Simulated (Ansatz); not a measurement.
I need a comparison of functionals at one structure of ScCo, space group Pm-3m. Use the Ansatz DFT code, driven from Python. Use (first run): BLYP, PAW, the default cutoff (420 eV here), 11×11×11 k-points, Gaussian smearing of 0.05 eV, collinear spin. The script varies functional: blyp, pbesol, lda.

```
CELL_PARAMETERS angstrom
3.14500 0.00000 0.00000
0.00000 3.14500 0.00000
0.00000 0.00000 3.14500
ATOMIC_POSITIONS crystal
Sc 0.50000 0.50000 0.50000
Co 0.00000 0.00000 0.00000
```

Script `scco.py`:
```python
'''One structure of ScCo under several functionals.'''

import warnings

import ansatz as az
import pandas as pd


def main() -> None:
    warnings.simplefilter('ignore', az.DeckWarning)

    crystal = (
        az.Lattice.of([3.145, 0.0, 0.0], [0.0, 3.145, 0.0], [0.0, 0.0, 3.145])
        .atom('Sc', [0.5, 0.5, 0.5])
        .atom('Co', [0.0, 0.0, 0.0])
        .moments(Co=2.5)
    )

    calc = crystal.calculation()
    calc = calc.kpoints(11, 11, 11).occupations('Gaussian', width=50 * az.meV)
    calc = calc.spin('collinear')
    calc = calc.stress()

    rows = []
    for value in ['blyp', 'pbesol', 'lda']:
        data = calc.functional(value).run().report
        rows.append((value, data['free_energy_ev'] / len(data['lattice']['sites']), data['n_iterations'], sum(data['stress_gpa'][i][i] for i in range(3)) / 3, data['magnetization_mub'], data['n_kpoints']))

    table = pd.DataFrame(rows, columns=['functional', 'F/atom (eV)', 'iterations', 'P (GPa)', 'moment (muB)', 'k-points'])
    print(table.round(5).to_string(index=False))


if __name__ == '__main__':
    main()
```

```console
$ python scco.py
RunWarning: the starting moments were not kept: the SCF closed with an absolute magnetisation of 5.4e-6 μB, where they sum to 2.5 μB in size (1 site). That is at most 0.1 of that sum. Measured as dr2_m measures the in/out step, that magnetisation stands [...]
functional  F/atom (eV)  iterations   P (GPa)  moment (muB)  k-points
      blyp  -3638.47593          17   0.53635          -0.0        56
    pbesol  -3602.51806          20  -8.17436           0.0        56
       lda  -3576.24512          14 -12.74121           0.0        56
```
(Warnings from the package without file and line, shortened, repeats left out.)

From lowest to highest: LDA (-12.7 GPa), PBEsol (-8.2 GPa) and BLYP (0.5 GPa). At a fixed cell a lower pressure usually means a smaller equilibrium volume, so LDA prefers the smallest cell and BLYP the largest.

The SCF didn't keep the moments it started from (some shrank, vanished or turned); what is printed is the state reached. BLYP can be off by several per cent in the lattices of metals, and by several GPa in the pressure at a fixed cell. The overall sign of a collinear moment is arbitrary, and semilocal functionals can give small moments to compounds that are paramagnetic. Pressure is positive in compression. The structure is a deposited one; some such entries were measured under pressure or heat, so a shift against it needn't be the functional's error alone. Total energies of different functionals can't be compared; pressures, moments and gaps at this one structure can. The script silences the warnings on its input, which a real study should read. It ran for 23 s on 1 thread of Arm Neoverse V2 (shared host), peak memory 0.48 GiB.
